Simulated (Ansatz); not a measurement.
**Pb (Fm-3m): equation of state**

An exercise on one series of results from a longer session: the logs are not shown, and one member is left open.

Program: Ansatz 0.2.0. Level of theory: DFT r²SCAN, scalar-relativistic, plane waves, PAW. These are calculated values, not measurements.

**The starting structure**

The structure is cubic, space group Fm-3m (No. 225). Conventional cell: a = 4.989 Å, b = 4.989 Å, c = 4.989 Å, α = 90.00°, β = 90.00°, γ = 90.00°. Around Pb (site symmetry m-3m) lie 12 Pb at 3.53 Å.

Structure file:

```cif
data_structure
_symmetry_space_group_name_H-M 'P 1'
_symmetry_Int_Tables_number 1
_cell_length_a 3.5279
_cell_length_b 3.5279
_cell_length_c 3.5279
_cell_angle_alpha 60.000
_cell_angle_beta 60.000
_cell_angle_gamma 60.000
_cell_volume 31.05
loop_
_atom_site_label
_atom_site_type_symbol
_atom_site_fract_x
_atom_site_fract_y
_atom_site_fract_z
_atom_site_occupancy
Pb1 Pb 0.00000 0.00000 0.00000 1
```

An earlier run at r²SCAN left this cell at 31.047 Å³/atom and 0.01 GPa (16×16×16 mesh).

Volume factors to run: 0.980, 1.020, 0.960, 1.040.

Set-up of the first run:

File input.yaml:

```yaml
crystal:
  lattice:
    - [0.0, 2.4778264198, 2.4778264198]
    - [2.4778264198, 0.0, 2.4778264198]
    - [2.4778264198, 2.4778264198, 0.0]
  atoms:
    - { symbol: Pb, position: [0.0, 0.0, 0.0] }
basis:
  ecutwfc: 500
  ecutrho_ratio: 4
kpoints:
  mp_grid: { grid: [16, 16, 16] }
hamiltonian:
  xc: r2scan
scf:
  occupations: { method: gaussian, width: 0.05 }
output:
  forces: true
  stress: true
  eigenvalues: true
```

Command:

```console
> ansatz run input.yaml --threads 1 --pin off --max-ram 2560MiB --backend cpu --events-out ev --progress --plain --runs-dir out
```

Steps of the session up to this table: Scaling the volume by 0.980; At 1.020 of the relaxed volume; Volume × 0.960; Volume × 1.040.

One of the session's tables, all rows but one given; the rest of the session is left out.

It belongs to the step «Energy and pressure against volume». 

```
volume (Å³/atom)  energy (meV/atom)  pressure (GPa)
          29.805               7.73            2.09
          30.426               1.84            0.99
          31.047               0.00            0.01
          31.668                  ?               ?
          32.289               6.72           -1.64
```

Q: Estimate the row for volume (Å³/atom) = 31.668 from the others.

Worked estimate for «energy (meV/atom)». A straight line through the neighbours (31.047, 0.00) and (32.289, 6.72) gives 0.00 + (6.72 − 0.00) × (31.668 − 31.047) / (32.289 − 31.047) = 3.36; a parabola fitted to 3 rows on both sides gives 1.63.

**Answer.** energy (meV/atom): 1.76; pressure (GPa): -0.87. In «energy (meV/atom)» the line misses by +1.60 and the parabola by -0.13.
